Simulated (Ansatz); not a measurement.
Working through a comparison of dispersion corrections of C2H8BFO, SMILES C[O+](C)[BH2-]F

Program: Ansatz 0.2.0, Python API.

Notebook, run cell by cell (the value of a cell's last expression is shown):

```python
import ansatz as az

geometry_ang = [
    ('C', (1.0409, -0.8234, 0.3257)),
    ('O', (0.1942, -0.0237, -0.4928)),
    ('C', (0.2493, 1.3215, -0.0294)),
    ('B', (-1.2176, -0.532, -0.3878)),
    ('F', (-2.0736, 0.1758, -1.3304)),
    ('H', (0.7421, -0.8125, 1.4018)),
    ('H', (1.0551, -1.8772, -0.0342)),
    ('H', (2.094, -0.4714, 0.2517)),
    ('H', (-0.3826, 1.9844, -0.6628)),
    ('H', (-0.0687, 1.4289, 1.0356)),
    ('H', (1.284, 1.7194, -0.126)),
    ('H', (-1.6554, -0.3981, 0.7172)),
    ('H', (-1.2617, -1.6918, -0.6687)),
]
c2h8bfo = az.Crystal.molecule()
for symbol, xyz in geometry_ang:
    c2h8bfo = c2h8bfo.atom(symbol, xyz)
```

```python
job = c2h8bfo.calculation().basis(gaussian='def2-SVP')
for name in ['pbe', 'b3lyp']:
    for correction in ('d3bj', 'd4'):
        report = job.functional(name, dispersion=correction).run(threads=1).report
        print(f'{name:8s} {correction:5s} total {report["free_energy_ev"]:.5f} eV, of which dispersion {1000 * report["dispersion"]["energy"]["ev"]:.2f} meV')
```

    pbe      d3bj  total -7630.00664 eV, of which dispersion -231.41 meV
    pbe      d4    total -7629.99031 eV, of which dispersion -215.08 meV
    b3lyp    d3bj  total -7639.68993 eV, of which dispersion -383.55 meV
    b3lyp    d4    total -7639.64801 eV, of which dispersion -341.62 meV

Notes:
- Total energies depend on the basis set; only differences at equal settings carry meaning.
- The geometry is a force-field or estimated start, not a minimum of this method, and the basis set is short of its limit. D4 holds the three-body term, and d3bj doesn't.
- b3lyp holds the VWN-RPA fit, as in Gaussian; the form of ORCA and Turbomole is b3lyp5.
- It ran for 11 s on 1 thread of Arm Neoverse V2 (shared host), peak memory 0.25 GiB.
